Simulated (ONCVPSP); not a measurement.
**Pseudopotential generation for copper: ONCV, PBE**

Aim: build the potential from the settings below, then test how well it stands in for the atom: other configurations, scattering, ghost states and the plane-wave cutoff that it needs.

The numbers are computed with ONCVPSP 4.0.1.1 (patched build) (PBE, scalar-relativistic, spin-unpolarised reference atom).

### Step 1. Settings

The settings as typed:

```
element                 : copper (Cu, Z = 29)
type                    : optimised norm-conserving Vanderbilt (ONCV)
frozen core             : [Ne] 3s2
valence charge          : 17
reference configuration : 3p6 3d10 4s1
partial waves           : 4s: rc 2.30 bohr, ncon 3, nbas 7, qcut 3.1 1/bohr, 3 projectors, debl 3.6 Ha; 3p: rc 0.75 bohr, ncon 4, nbas 7, qcut 10.3 1/bohr, 2 projectors, debl 1.7 Ha; 3d: rc 1.10 bohr, ncon 5, nbas 9, qcut 15.3 1/bohr, 2 projectors, debl 0.5 Ha; f scattering state at 0.37 Ha: rc 1.80 bohr, ncon 4, nbas 8, qcut 5.8 1/bohr, 1 projector
local potential         : polynomial inside 0.65 bohr (lpopt 5, dvloc0 -1 Ha)
core correction         : Teter function, fcfact 4, rcfact 1.1
```

An earlier all-electron run gives the scale for the radii.

All-electron outer shells of the reference configuration (PBE, scalar-relativistic, ld1.x):

```
shell  level (eV)  outermost node (bohr)  outermost maximum (bohr)
   3s     -114.70                   0.29                      0.61
   3p      -72.14                   0.26                      0.62
   3d       -5.04                      –                      0.60
   4s       -4.61                   0.89                      2.27
   4p       -0.70                   0.97                      3.65
```

### Step 2. Generating the potential

Input file Cu.dat:

```
# ATOM AND REFERENCE CONFIGURATION
# atsym  z   nc   nv     iexc    psfile
  Cu 29.00    4    3        4      upf
#
#   n    l    f
    1    0    2.00
    2    0    2.00
    2    1    6.00
    3    0    2.00
    3    1    6.00
    3    2   10.00
    4    0    1.00
#
# PSEUDOPOTENTIAL AND OPTIMIZATION
# lmax
    3
#
#   l,   rc,      ep,       ncon, nbas, qcut
    0    2.30    0.00    3    7    3.10
    1    0.75    0.00    4    7   10.30
    2    1.10    0.00    5    9   15.30
    3    1.80    0.37    4    8    5.80
#
# LOCAL POTENTIAL
# lloc, lpopt,  rc(5),   dvloc0
    4    5    0.65   -1.00
#
# VANDERBILT-KLEINMAN-BYLANDER PROJECTORs
# l, nproj, debl
    0    3    3.60
    1    2    1.70
    2    2    0.50
    3    1    2.10
#
# MODEL CORE CHARGE
# icmod, fcfact, rcfact
    3    4.00    1.10
#
# LOG DERIVATIVE ANALYSIS
# epsh1, epsh2, depsh
   -4.00    5.00    0.02
#
# OUTPUT GRID
# rlmax, drl
    6.00    0.01
#
# TEST CONFIGURATIONS
# ncnf
    4
# nvcnf
#   n    l    f
    3
    3    1    6.00
    3    2   10.00
    4    0    0.00
#
    3
    3    1    6.00
    3    2    9.00
    4    0    0.00
#
    3
    3    1    6.00
    3    2    8.00
    4    0    0.00
#
    3
    3    1    6.00
    3    2   10.00
    4    0    0.50
#
```

Started as:

```bash
$ oncvpsp.x < Cu.dat > Cu.out
```

Before running it: what results should come out? Wanted: cutoffs for 1 and 0.1 mHa per electron, occupied waves; bound ghosts; GHOST(+) flags; largest test error; largest phase difference near zero energy, channels read; rms error of d²Exc/dn², without and with the model core; projector energies reset by the program.

As calculated:

| quantity | value |
| --- | --- |
| cutoffs for 1 and 0.1 mHa per electron, occupied waves | 112 Ha and 244 Ha |
| bound ghosts | s at -91.97 eV |
| GHOST(+) flags | s at 294 eV, f at 48 eV |
| largest test error (AE − PS) | -12 meV, for 3p6 3d9 4s0 (1 test unsolved) |
| largest phase difference near zero energy, channels read | 0.001 rad |
| rms error of d²Exc/dn², without and with the model core | 3.29 and 3.00 mHa |
| projector energies reset by the program | p: -2.651, 0.250 Ha |

**Reading.** It has a bound ghost (s), a state that the atom doesn't have, and that rules the file out. By total energies transferability is good where solved: the largest error is 12 meV on 29.5 eV, for 3p6 3d9 4s0. Atomic tests can pass in spite of a ghost, since they solve only for the levels asked. Of the tests 1 gave no usable energy difference, which is a warning in itself. It counts as very hard, with 112 Ha needed at the looser tolerance. At the looser tolerance the 3p wave is the slowest; 3d needs 92 Ha. Near zero energy the phases of the channels with partial waves agree within 0.001 rad. The program also flags highly localised states, GHOST(+) (s, f). These are tests on the free atom; a crystal test is still owed.
